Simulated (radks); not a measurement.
# Polarisabilities and dispersion coefficients of Ca, Sc⁺, Ti²⁺ and others

The task here is to estimate one member of a computed series from the others.

The numbers are computed with radks (a radial shooting solver on a logarithmic mesh, Libxc functionals) version 1 (scalar-relativistic Kohn-Sham, LB94 model potential, spin-polarised, spherical densities, finite nucleus; open shells are filled with parallel spins first), except any that are marked as measured or tabulated.

### The atom as given

| Item | Value |
| --- | --- |
| species | Ca ([Ar] 4s2), Sc⁺ ([Ar] 3d1 4s1), Ti²⁺ ([Ar] 3d2), V³⁺ ([Ar] 3d2), Cr⁴⁺ ([Ar] 3d2), Mn⁵⁺ ([Ar] 3d2), Fe⁶⁺ ([Ar] 3d2), Co⁷⁺ ([Ar] 3d2), Ni⁸⁺ ([Ar] 3d2) |

LB94 adds a gradient term to the LDA potential that gives it a −1/r tail. It is a model potential with no energy functional, so Etot and Exc are not given.

Set-up of the first run:

Input:

```text
Z 20
configuration [Ar] 4s2
relativity scalar-relativistic
functional lda,pw
model_potential LB94
spin polarised
nucleus finite rms 3.4776 fm
c 137.035999084
response adiabatic LDA kernel
```

Among the steps run: Ca, [Ar] 4s2; Sc⁺, [Ar] 3d1 4s1; Ti²⁺, [Ar] 3d2; V³⁺, [Ar] 3d2; Cr⁴⁺, [Ar] 3d2; Mn⁵⁺, [Ar] 3d2; Fe⁶⁺, [Ar] 3d2; Co⁷⁺, [Ar] 3d2; Ni⁸⁺, [Ar] 3d2.

One of the session's tables, all rows but one given; the rest of the session is left out.

```
species  −ε(HOMO) (eV)  α (bohr³)  α uncoupled (bohr³)  C6 (hartree bohr⁶)
     Ca          6.555      121.0                218.1                1473
    Sc⁺         13.938      45.54                59.95               274.3
   Ti²⁺         27.823      4.442                5.727               13.63
    V³⁺         46.542      2.213                3.008               5.741
   Cr⁴⁺         68.790      1.368                1.911               2.972
   Mn⁵⁺         94.398     0.9378                1.331               1.719
   Fe⁶⁺         123.27     0.6831               0.9779               1.067
   Co⁷⁺         155.36     0.5178               0.7452              0.6973
   Ni⁸⁺              ?          ?                    ?                   ?
```

Estimate the missing values for Ni⁸⁺.

As computed: −ε(HOMO) (eV): 190.61; α (bohr³): 0.4041; α uncoupled (bohr³): 0.5832; C6 (hartree bohr⁶): 0.4736. In the column «−ε(HOMO) (eV)» it is the highest.

**Reading.** Uncoupled leaves out the potential induced by the response; C6 and C8 are for like pairs. Ca is the most polarisable and Ni⁸⁺ the least, a factor 299 apart. For the pair Ca–Ni⁸⁺ the Casimir-Polder integral gives C6 = 10.83, the rule 2·Ca·Cb/(Ca·αb/αa + Cb·αa/αb) on the like-pair values 9.510. Against the recommended values (Schwerdtfeger and Nagle, 2023 table) the misses are Ca -25 %. For heavy and open-shell atoms this level can miss by tens of per cent.
